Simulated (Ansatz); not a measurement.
Run this with the Python package of Ansatz (0.2.0) and show what comes out.

The script reads `ch3cl2osi.xyz`:
```text
8

C     0.18630    1.33900    0.36050
Si   -0.12200   -0.29470   -0.18050
O     0.61300   -1.47540    0.64800
Cl   -2.03660   -0.64410   -0.10750
Cl    0.47570   -0.42320   -2.13160
H     0.77760    1.60050    1.19400
H    -0.31790    2.19870   -0.17110
H     0.51610   -2.35800    0.33230
```

`ch3cl2osi.py`
```python
"""Geometry optimisation of CH3Cl2OSi."""

import argparse

import ansatz as az
import numpy as np

parser = argparse.ArgumentParser(description="Geometry optimisation of CH3Cl2OSi.")
parser.add_argument("--basis", required=True, help="Gaussian basis set")
parser.add_argument("--functional", required=True, help="exchange-correlation functional")
args = parser.parse_args()


def main() -> None:
    molecule = az.Crystal.molecule_from_extxyz("ch3cl2osi.xyz")

    model = molecule.calculation()
    model = model.basis(gaussian=args.basis)
    model = model.functional(args.functional)
    model = model.spin("collinear", total=1)
    model = model.accuracy("medium")
    symbols = [site.symbol for site in molecule.cartesian_sites]
    start = np.array([site.position_ang for site in molecule.cartesian_sites], dtype=float)
    report = model.relax(force_tolerance=0.005, max_steps=100).run().report
    end = np.array(report["positions_ang"])

    print("reference energy %16.6f eV" % report["reference_energy_ev"])
    print("total energy     %16.6f eV" % report["free_energy_ev"])
    print("occupied orbitals outside the frozen core (up, down):", report["n_occupied"], " frozen:", report["n_frozen"], " virtual:", report["n_virtual"])

    print("final positions (A) and the move of each atom")
    for symbol, xyz, old in zip(symbols, end, start):
        print(f"{symbol:2s} {xyz[0]:10.5f} {xyz[1]:10.5f} {xyz[2]:10.5f}   {np.linalg.norm(xyz - old):7.4f}")


if __name__ == "__main__":
    main()
```

```console
$ python ch3cl2osi.py --basis def2-SVP --functional r2scan
reference energy    -36042.138716 eV
total energy        -36042.138716 eV
occupied orbitals outside the frozen core (up, down): [33, 32]  frozen: 0  virtual: [64, 65]
final positions (A) and the move of each atom
C     0.18240    1.36543    0.37597    0.0309
Si   -0.15827   -0.30769   -0.25889    0.0873
O     0.66357   -1.38572    0.67353    0.1061
Cl   -2.18791   -0.71444   -0.22098    0.2018
Cl    0.41623   -0.48166   -2.24057    0.1372
H     0.84819    1.52717    1.23059    0.1082
H    -0.25992    2.26219   -0.06943    0.1331
H     0.58792   -2.32247    0.45388    0.1456
```

The settings weren't tested for convergence. The end point is the stationary point reached from this start; no frequency run checks that it is a minimum, and the basis set is modest. The run takes the species as open-shell (spin multiplicity 2), which needn't be its ground state. Run time: 120 s on 1 thread of Arm Neoverse V1, on a shared host, peak memory 0.28 GiB.
